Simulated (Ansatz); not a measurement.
# C2H5FGe: geometry and vibrations

The task is to find a stationary geometry of C2H5FGe, then compute its harmonic vibrations to see whether it is a minimum and to get the zero-point energy and entropy, and look at its orbitals and charge.

Method: RKS PBE0-D4/def2-TZVP; program: Ansatz 0.2.0, Gaussian basis.

Levels to be run: relaxation at PBE-D4/def2-SVP; relaxation at PBE0-D4/def2-TZVP; harmonic vibrations at the same level; a single point in def2-TZVPP for the fields.

**1. The system as given**

SMILES `C=[C](F)[GeH3]`, 9 atoms, charge 0, spin multiplicity 1.

Atoms are counted from 1 here; the program's logs count them from 0.

Bond lengths: C1–C2 1.281 Å, C1–H5 1.085 Å, C1–H6 1.154 Å, C2–F3 1.331 Å, C2–Ge4 1.858 Å, Ge4–H7 1.582 Å, Ge4–H8 1.531 Å, Ge4–H9 1.614 Å. Angles: C2–C1–H5 125.4°, C2–C1–H6 120.8°, H5–C1–H6 113.8°, C1–C2–F3 118.1°, C1–C2–Ge4 123.6°, F3–C2–Ge4 118.3°, C2–Ge4–H7 109.4°, C2–Ge4–H8 111.7°, C2–Ge4–H9 111.1°, H7–Ge4–H8 108.5°, H7–Ge4–H9 106.8°, H8–Ge4–H9 109.1°.

Geometry (Å):

| atom | x (Å) | y (Å) | z (Å) |
| --- | --- | --- | --- |
| C1 | 0.5252 | 1.2604 | -0.6770 |
| C2 | 0.6997 | 0.0683 | -0.2413 |
| F3 | 1.9052 | -0.4798 | -0.3799 |
| Ge4 | -0.6319 | -0.9317 | 0.5838 |
| H5 | 1.2782 | 1.8648 | -1.1726 |
| H6 | -0.5052 | 1.7746 | -0.5961 |
| H7 | -1.8426 | -1.1214 | -0.4166 |
| H8 | -0.1254 | -2.3148 | 1.0028 |
| H9 | -1.2148 | -0.1668 | 1.8800 |

The start is a force-field geometry with small random shifts, so a cheaper pass at PBE-D4/def2-SVP comes first.

**2. Optimising with PBE-D4/def2-SVP (cheap first pass)**

File in.yaml:

```yaml
crystal:
  periodic: [false, false, false]
  atoms:
    - {symbol: C, position_ang: [0.525200, 1.260400, -0.677000]}
    - {symbol: C, position_ang: [0.699700, 0.068300, -0.241300]}
    - {symbol: F, position_ang: [1.905200, -0.479800, -0.379900]}
    - {symbol: Ge, position_ang: [-0.631900, -0.931700, 0.583800]}
    - {symbol: H, position_ang: [1.278200, 1.864800, -1.172600]}
    - {symbol: H, position_ang: [-0.505200, 1.774600, -0.596100]}
    - {symbol: H, position_ang: [-1.842600, -1.121400, -0.416600]}
    - {symbol: H, position_ang: [-0.125400, -2.314800, 1.002800]}
    - {symbol: H, position_ang: [-1.214800, -0.166800, 1.880000]}
basis:
  gaussian: {orbitals: def2-SVP}
hamiltonian: {xc: pbe, dispersion: d4}
relax: {f_tol: 0.03, max_steps: 200}
```

Started as:

```console
$ ansatz run in.yaml --threads 4 --pin off --events-out ev --progress --plain --max-ram 10444MiB
```

What it wrote, shortened:

```text
Functional definition: PBE
  name "PBE"
  cite "Perdew, Burke & Ernzerhof, Phys. Rev. Lett. 77, 3865 (1996) doi:10.1103/PhysRevLett.77.3865"
  parent pbe
[...]
1105 factors; their error is unknown
[...]
mean field -61364.03264919 eV, -2255.0866058224 hartree, gradient 2.3e-5 eV, S^2 0.000000; 0 other end points of the search recorded, 0 dependent functions left out
[...]
reference -61364.03268193 eV, -2255.0866070256 hartree; 29, 29 occupied and 70, 70 virtual orbitals, 1105 factors
relax step   1: F+E_penalty+E_count = -61364.19259740 eV  Δ(F+E_penalty+E_count) = +0.000e0 eV  max|allowed force component| = 4.710e0 eV/Å  Δτ_max = 0.0000 Å  (27 SCF iters, accepted)
[...]
relax step   5: F+E_penalty+E_count = -61364.58121211 eV  Δ(F+E_penalty+E_count) = -8.510e-4 eV  max|allowed force component| = 8.903e-2 eV/Å  Δτ_max = 0.0174 Å  (31 SCF iters, accepted)
[...]
relax step   6: F+E_penalty+E_count = -61364.58149807 eV  Δ(F+E_penalty+E_count) = -2.860e-4 eV  max|allowed force component| = 1.955e-2 eV/Å  Δτ_max = 0.0110 Å  (31 SCF iters, accepted)
1105 factors; their error is unknown
[...]
mean field -61364.42551208 eV, -2255.1010432673 hartree, gradient 1.5e-5 eV, S^2 0.000000; 1 other end points of the search recorded, 0 dependent functions left out
[...]
reference -61364.42554498 eV, -2255.1010444766 hartree; 29, 29 occupied and 70, 70 virtual orbitals, 1105 factors
Total energy: -61364.58153098 eV, -2255.1067768561 hartree
Atom 0 at     0.526784     1.359510    -0.727430 Å, force    -0.003514     0.004218    -0.001440 eV/Å
Atom 1 at     0.682803     0.114005    -0.252345 Å, force    -0.008257     0.016712     0.013093 eV/Å
Atom 2 at     1.885954    -0.502191    -0.350416 Å, force     0.005508    -0.019547    -0.011496 eV/Å
Atom 3 at    -0.710115    -0.981144     0.620463 Å, force     0.007776    -0.003561     0.003638 eV/Å
Atom 4 at     1.362455     1.894767    -1.206020 Å, force     0.001643     0.002046     0.010007 eV/Å
Atom 5 at    -0.445380     1.865237    -0.642759 Å, force    -0.003842    -0.002429    -0.012723 eV/Å
Atom 6 at    -1.894422    -1.200940    -0.354673 Å, force     0.001052     0.002487    -0.001225 eV/Å
Atom 7 at    -0.087286    -2.341225     1.010567 Å, force     0.000713    -0.001040     0.000855 eV/Å
Atom 8 at    -1.232392    -0.254419     1.885714 Å, force    -0.001079     0.001115    -0.000707 eV/Å
Dipole moment:    -0.198414     0.098387     0.017371 e Å
```

It took 7 s on 4 threads of Arm Neoverse V1, shared host.

Relaxation path:

| step | energy from step 1 (eV) | largest force component (eV/Å) |
| --- | --- | --- |
| 1 | 0.0000 | 4.7103 |
| 2 | -0.3420 | 1.1280 |
| 3 | -0.3825 | 0.2665 |
| 4 | -0.3878 | 0.0919 |
| 5 | -0.3886 | 0.0890 |
| 6 | -0.3889 | 0.0195 |

Close pairs (by a distance rule), those that changed most:

| bond | before (Å) | after (Å) | change (Å) |
| --- | --- | --- | --- |
| C2–Ge4 | 1.858 | 1.975 | +0.117 |
| Ge4–H9 | 1.614 | 1.550 | -0.064 |
| C1–C2 | 1.281 | 1.342 | +0.061 |
| C1–H6 | 1.154 | 1.099 | -0.055 |
| Ge4–H7 | 1.582 | 1.550 | -0.032 |
| C2–F3 | 1.331 | 1.355 | +0.024 |
| C1–H5 | 1.085 | 1.102 | +0.016 |
| Ge4–H8 | 1.531 | 1.546 | +0.015 |

**3. Relaxation at PBE0-D4/def2-TZVP**

File in.yaml:

```yaml
crystal:
  periodic: [false, false, false]
  atoms:
    - {symbol: C, position_ang: [0.526784, 1.359510, -0.727430]}
    - {symbol: C, position_ang: [0.682803, 0.114005, -0.252345]}
    - {symbol: F, position_ang: [1.885954, -0.502191, -0.350416]}
    - {symbol: Ge, position_ang: [-0.710115, -0.981144, 0.620463]}
    - {symbol: H, position_ang: [1.362455, 1.894767, -1.206020]}
    - {symbol: H, position_ang: [-0.445380, 1.865237, -0.642759]}
    - {symbol: H, position_ang: [-1.894422, -1.200940, -0.354673]}
    - {symbol: H, position_ang: [-0.087286, -2.341225, 1.010567]}
    - {symbol: H, position_ang: [-1.232392, -0.254419, 1.885714]}
basis:
  gaussian: {orbitals: def2-TZVP}
hamiltonian: {xc: pbe0, dispersion: d4}
relax: {f_tol: 0.005, max_steps: 150}
```

The command is unchanged.

What it wrote, shortened:

```text
Functional definition: PBE0
  name "PBE0"
  cite "Adamo & Barone, J. Chem. Phys. 110, 6158 (1999) doi:10.1063/1.478522"
  cite "Perdew, Burke & Ernzerhof, Phys. Rev. Lett. 77, 3865 (1996) doi:10.1103/PhysRevLett.77.3865"
  parent pbe
[...]
1137 factors; their error is unknown
[...]
mean field -61378.96970666 eV, -2255.6355325600 hartree, gradient 1.5e-5 eV, S^2 0.000000; 0 other end points of the search recorded, 0 dependent functions left out
[...]
reference -61378.96973632 eV, -2255.6355336498 hartree; 29, 29 occupied and 142, 142 virtual orbitals, 1137 factors
relax step   1: F+E_penalty+E_count = -61379.10079050 eV  Δ(F+E_penalty+E_count) = +0.000e0 eV  max|allowed force component| = 8.205e-1 eV/Å  Δτ_max = 0.0000 Å  (28 SCF iters, accepted)
[...]
Total energy: -61379.18972558 eV, -2255.6436181059 hartree
Atom 0 at     0.637050     1.392422    -0.495079 Å, force    -0.002239     0.000692     0.001809 eV/Å
Atom 1 at     0.560034     0.073972    -0.443736 Å, force     0.001316    -0.002680     0.000210 eV/Å
Atom 2 at     1.436157    -0.669263    -1.154034 Å, force    -0.001064     0.001005     0.000295 eV/Å
Atom 3 at    -0.723995    -0.983702     0.580435 Å, force     0.000084     0.000578    -0.001187 eV/Å
Atom 4 at     1.388998     1.892107    -1.095725 Å, force     0.001388     0.001193    -0.001048 eV/Å
Atom 5 at    -0.060857     1.994110     0.071016 Å, force     0.000615    -0.000100    -0.000831 eV/Å
Atom 6 at    -1.538829    -1.861905    -0.378935 Å, force     0.000046    -0.000659     0.000526 eV/Å
Atom 7 at     0.031203    -1.877885     1.573261 Å, force    -0.000551    -0.000167     0.000003 eV/Å
Atom 8 at    -1.641361    -0.006256     1.325897 Å, force     0.000405     0.000139     0.000221 eV/Å
Dipole moment:    -0.171598     0.152234     0.139296 e Å
```

Wall time 66 s (4 threads of Arm Neoverse V1, shared host); peak memory 0.42 GiB.

The steps of the relaxation: (the energy doesn't fall at every step)

| step | energy from step 1 (eV) | largest force component (eV/Å) |
| --- | --- | --- |
| 1 | 0.0000 | 0.8205 |
| 2 | -0.0314 | 0.1604 |
| 3 | -0.0323 | 0.0925 |
| 4 | -0.0332 | 0.0193 |
| 5 | -0.0332 | 0.0070 |
| 6 | -0.0332 | 0.0044 |
| 7 | -0.0333 | 0.0066 |
| 8 | -0.0334 | 0.0044 |
| 9 | -0.0335 | 0.0230 |
| 10 | -0.0314 | 0.3200 |
| 11 | -0.0340 | 0.0335 |
| 12 | -0.0377 | 0.1121 |
| 13 | -0.0402 | 0.3959 |
| 14 | -0.0484 | 0.2680 |
| 15 | -0.0701 | 0.0394 |
| 16 | -0.0775 | 0.2266 |
| 17 | -0.0822 | 0.1833 |
| 18 | -0.0868 | 0.0960 |
| 19 | -0.0878 | 0.1715 |
| 20 | -0.0886 | 0.0487 |
| 21 | -0.0887 | 0.0419 |
| 22 | -0.0889 | 0.0082 |
| 23 | -0.0889 | 0.0222 |
| 24 | -0.0889 | 0.0029 |
| 25 | -0.0889 | 0.0065 |
| 26 | -0.0889 | 0.0027 |

The force was under the threshold of 0.005 eV/Å already at step 6, but the program went on to step 26.

Close pairs (by a distance rule), those that changed most:

| bond | before (Å) | after (Å) | change (Å) |
| --- | --- | --- | --- |
| C2–Ge4 | 1.975 | 1.954 | -0.022 |
| C1–C2 | 1.342 | 1.322 | -0.020 |
| C1–H6 | 1.099 | 1.081 | -0.018 |
| C1–H5 | 1.102 | 1.084 | -0.017 |
| Ge4–H9 | 1.550 | 1.534 | -0.016 |
| Ge4–H7 | 1.550 | 1.535 | -0.015 |
| Ge4–H8 | 1.546 | 1.535 | -0.011 |
| C2–F3 | 1.355 | 1.351 | -0.005 |

Mulliken charges at the end point, from the run's report:

| atom | value (e) |
| --- | --- |
| C1 | -0.31 |
| C2 | 0.13 |
| F3 | -0.19 |
| Ge4 | 0.04 |
| H5 | 0.14 |
| H6 | 0.14 |
| H7 | 0.02 |
| H8 | 0.02 |
| H9 | 0.01 |

**4. Vibrations by finite differences**

File in.yaml:

```yaml
crystal:
  periodic: [false, false, false]
  atoms:
    - {symbol: C, position_ang: [0.637050, 1.392422, -0.495079]}
    - {symbol: C, position_ang: [0.560034, 0.073972, -0.443736]}
    - {symbol: F, position_ang: [1.436157, -0.669263, -1.154034]}
    - {symbol: Ge, position_ang: [-0.723995, -0.983702, 0.580435]}
    - {symbol: H, position_ang: [1.388998, 1.892107, -1.095725]}
    - {symbol: H, position_ang: [-0.060857, 1.994110, 0.071016]}
    - {symbol: H, position_ang: [-1.538829, -1.861905, -0.378935]}
    - {symbol: H, position_ang: [0.031203, -1.877885, 1.573261]}
    - {symbol: H, position_ang: [-1.641361, -0.006256, 1.325897]}
basis:
  gaussian: {orbitals: def2-TZVP}
hamiltonian: {xc: pbe0, dispersion: d4}
phonons: {temperatures: {t_min: 298.15, t_max: 900, t_step: 200}}
```

The command is unchanged.

What it wrote, shortened:

```text
Functional definition: PBE0
  name "PBE0"
  cite "Adamo & Barone, J. Chem. Phys. 110, 6158 (1999) doi:10.1063/1.478522"
  cite "Perdew, Burke & Ernzerhof, Phys. Rev. Lett. 77, 3865 (1996) doi:10.1103/PhysRevLett.77.3865"
  parent pbe
[...]
1137 factors; their error is unknown
[...]
mean field -61379.05759165 eV, -2255.6387622738 hartree, gradient 1.4e-5 eV, S^2 0.000000; 0 other end points of the search recorded, 0 dependent functions left out
[...]
reference -61379.05762039 eV, -2255.6387633298 hartree; 29, 29 occupied and 142, 142 virtual orbitals, 1137 factors
[...]
1137 factors; their error is unknown
mean field -61379.05746020 eV, -2255.6387574430 hartree, gradient 1.9e-6 eV, S^2 0.000000; 0 other end points of the search recorded, 0 dependent functions left out
[...]
reference -61379.05748894 eV, -2255.6387584990 hartree; 29, 29 occupied and 142, 142 virtual orbitals, 1137 factors
[...]
Atom 1 at     0.560034     0.073972    -0.443736 Å, force     0.001292    -0.002596     0.000175 eV/Å
Atom 2 at     1.436157    -0.669263    -1.154034 Å, force    -0.001061     0.001083     0.000339 eV/Å
Atom 3 at    -0.723995    -0.983702     0.580435 Å, force     0.000129     0.000515    -0.001101 eV/Å
Atom 4 at     1.388998     1.892107    -1.095725 Å, force     0.001403     0.001124    -0.001069 eV/Å
Atom 5 at    -0.060857     1.994110     0.071016 Å, force     0.000621    -0.000085    -0.000806 eV/Å
Atom 6 at    -1.538829    -1.861905    -0.378935 Å, force     0.000014    -0.000699     0.000505 eV/Å
Atom 7 at     0.031203    -1.877885     1.573261 Å, force    -0.000577    -0.000196    -0.000020 eV/Å
Atom 8 at    -1.641361    -0.006256     1.325897 Å, force     0.000437     0.000186     0.000181 eV/Å
Dipole moment:    -0.171596     0.152231     0.139295 e Å
Vibrations: 109.10 216.13 330.65 336.49 567.69 612.33 628.07 764.49 823.51 871.92 885.21 904.43 954.38 1211.28 1395.67 1704.11 2167.23 2169.55 2177.80 3170.61 3270.61 cm⁻¹, zero-point energy 1.566618 eV
```

Run time: 98 s. Hardware: 4 threads of Arm Neoverse V1, shared host; peak memory 0.41 GiB.

Motions are named by where the mode's potential energy lies. Wavenumbers, unscaled:

| mode | cm⁻¹ | motion |
| --- | --- | --- |
| 1 | 109 | torsion |
| 2 | 216 | bend |
| 3 | 331 | bend with Ge–C stretch |
| 4 | 336 | torsion |
| 5 | 568 | bend |
| 6 | 612 | bend with Ge–C stretch |
| 7 | 628 | bend with wag or twist |
| 8 | 764 | wag or twist |
| 9 | 824 | bend |
| 10 | 872 | bend with wag or twist |
| 11 | 885 | bend with wag or twist |
| 12 | 904 | wag or twist with out-of-plane bend |
| 13 | 954 | bend with C–F stretch |
| 14 | 1211 | bend with C–F stretch |
| 15 | 1396 | bend |
| 16 | 1704 | C–C stretch |
| 17 | 2167 | Ge–H stretch |
| 18 | 2170 | Ge–H stretch |
| 19 | 2178 | Ge–H stretch |
| 20 | 3171 | C–H stretch |
| 21 | 3271 | C–H stretch |

From these modes and the moments of inertia (298.15 K, 1 bar, symmetry number 1):

| term | value |
| --- | --- |
| zero-point energy | 151.2 kJ/mol |
| H(298) − E | 168.7 kJ/mol |
| entropy, translation | 168.6 J/(mol K) |
| entropy, rotation | 109.2 J/(mol K) |
| entropy, vibration | 42.5 J/(mol K) |
| entropy, total | 320.3 J/(mol K) |

**5. Orbitals, density and potential**

Changes to in.yaml since step 4:

```diff
@@ -13,4 +13,4 @@
 basis:
-  gaussian: {orbitals: def2-TZVP}
+  gaussian: {orbitals: def2-TZVPP}
 hamiltonian: {xc: pbe0, dispersion: d4}
-phonons: {temperatures: {t_min: 298.15, t_max: 900, t_step: 200}}
+output: {orbitals: {seedname: orbitals}}
```

Launched as before.

What it wrote:

```text
Functional definition: PBE0
  name "PBE0"
  cite "Adamo & Barone, J. Chem. Phys. 110, 6158 (1999) doi:10.1063/1.478522"
  cite "Perdew, Burke & Ernzerhof, Phys. Rev. Lett. 77, 3865 (1996) doi:10.1103/PhysRevLett.77.3865"
  parent pbe
  parameter a = 0.25
  parameter kappa = 0.804
  parameter beta = 0.06672455060314922
  exchange = (1 - a)*pbe_x(kappa = kappa, mu = beta*pi^2/3) + a*exact_x
  correlation = pbe_c(beta = beta)
1212 factors; their error is unknown
mean field evaluation 1: about -61373.9836 eV, gradient 4.8e1 eV
mean field evaluation 2: about -61371.8980 eV, gradient 5.4e1 eV
mean field evaluation 4: about -61378.7695 eV, gradient 4.4e0 eV
mean field evaluation 8: about -61379.0952 eV, gradient 3.7e-1 eV
mean field evaluation 16: about -61379.0954 eV, gradient 3.7e-5 eV
mean field -61379.09541546 eV, -2255.6401522729 hartree, gradient 3.7e-5 eV, S^2 0.000000; 0 other end points of the search recorded, 0 dependent functions left out
reference -61379.09544440 eV, -2255.6401533364 hartree; 29, 29 occupied and 182, 182 virtual orbitals, 1212 factors
Total energy: -61379.22754686 eV, -2255.6450080124 hartree
```

It took 2.2 s on 4 threads of Arm Neoverse V1, shared host; peak memory 0.47 GiB.

Orbitals, density, ELF and potential are computed afterwards from the orbital file.

Frontier orbitals at PBE0-D4/def2-TZVPP, with the share of their density that lies nearest to each atom:

| orbital | energy (eV) | lies on |
| --- | --- | --- |
| HOMO-1 | -9.20 | C2 31 %; F3 22 %; Ge4 16 % |
| HOMO | -7.73 | C1 41 %; C2 29 %; F3 13 % |
| LUMO | -0.19 | C2 34 %; C1 26 %; H5, H6 about 9 % each |

ELF in a plane through or near 7 of the atoms.

Values, 10 rows by 14 columns:
```
0.00 0.00 0.00 0.00 0.00 0.00 0.00 0.00 0.00 0.00 0.00 0.00 0.00 0.00
0.00 0.00 0.00 0.00 0.00 0.00 0.00 0.00 0.02 0.02 0.00 0.00 0.00 0.00
0.00 0.00 0.00 0.01 0.42 0.64 0.01 0.32 0.99 0.99 0.67 0.01 0.00 0.00
0.00 0.00 0.00 0.09 0.94 1.00 0.21 0.44 1.00 1.00 0.76 0.03 0.00 0.00
0.00 0.00 0.38 0.67 0.68 0.55 0.19 0.30 0.24 0.21 0.21 0.03 0.00 0.00
0.00 0.01 0.91 1.00 0.93 0.61 0.17 0.92 0.41 0.53 0.34 0.07 0.00 0.00
0.00 0.00 0.23 0.49 0.06 0.24 0.79 0.22 0.13 0.24 0.14 0.03 0.00 0.00
0.00 0.00 0.00 0.00 0.14 0.79 0.69 0.69 0.02 0.01 0.01 0.00 0.00 0.00
0.00 0.00 0.00 0.00 0.02 0.16 0.29 0.17 0.01 0.00 0.00 0.00 0.00 0.00
0.00 0.00 0.00 0.00 0.00 0.00 0.00 0.00 0.00 0.00 0.00 0.00 0.00 0.00
```
The map spans 10.4 Å across and 8.9 Å up, centred on the molecule. Atoms in the plane (x, y in Å): C1 (-1.6, 0.3), C2 (-0.5, -0.5), F3 (-0.6, -1.8), Ge4 (1.4, 0.1), H5 (-2.6, -0.2), H6 (-1.5, 1.3), H9 (1.3, 1.6).

log10 of the density (e/Å³) in the same plane.

Ten even steps from '0' (-4.0) to '9' (2.5):
```
0000000000000000000000000000
0000000000000000000000000000
0000000000000001111100000000
0000000111111122333221000000
0000001223322233444322100000
0000012334443334555432110000
0000123345554344565433210000
0001223456654445565543211000
0002334566655455676543221000
0012345667766556898644321000
0012346666667666787544321000
0012345555568665565544321000
0001233344566654444433221000
0000112235677754333332210000
0000001234577654322221110000
0000000134556543211111000000
0000000023344432210000000000
0000000001122211000000000000
0000000000000000000000000000
0000000000000000000000000000
```
The map spans 10.4 Å across and 8.9 Å up, centred on the molecule. Atoms in the plane (x, y in Å): C1 (-1.6, 0.3), C2 (-0.5, -0.5), F3 (-0.6, -1.8), Ge4 (1.4, 0.1), H5 (-2.6, -0.2), H6 (-1.5, 1.3), H9 (1.3, 1.6).

On the surface of density 0.002 e/bohr³ the electrostatic potential runs, from the 1st to the 99th percentile, from -0.70 V near F3 to 1.11 V near H6.

**6. Results**

```
                  quantity            value
               point group               Cs
                     steps           6 + 26
shift from the start (rms)          0.614 Å
              total energy   -61379.1897 eV
           dispersion term         -132 meV
             dipole moment           1.29 D
lowest, highest wavenumber   109, 3271 cm⁻¹
         zero-point energy     151.2 kJ/mol
       entropy at 298.15 K  320.3 J/(mol K)
                HOMO, LUMO  -7.73, -0.19 eV
```

**Reading.** The relaxed geometry lies 0.61 Å (rms) from the start; the bond that changed most is C2–Ge4, from 1.858 to 1.954 Å. All wavenumbers are real, so the end point is a minimum. The stiffest mode, 3271 cm⁻¹, is a C–H stretch. Harmonic hybrid wavenumbers usually lie a few per cent above measured fundamentals. The largest Mulliken charge, -0.31 e, sits on C1. The HOMO lies mostly on C1 41 %; C2 29 % and the LUMO on C2 34 %; C1 26 %.
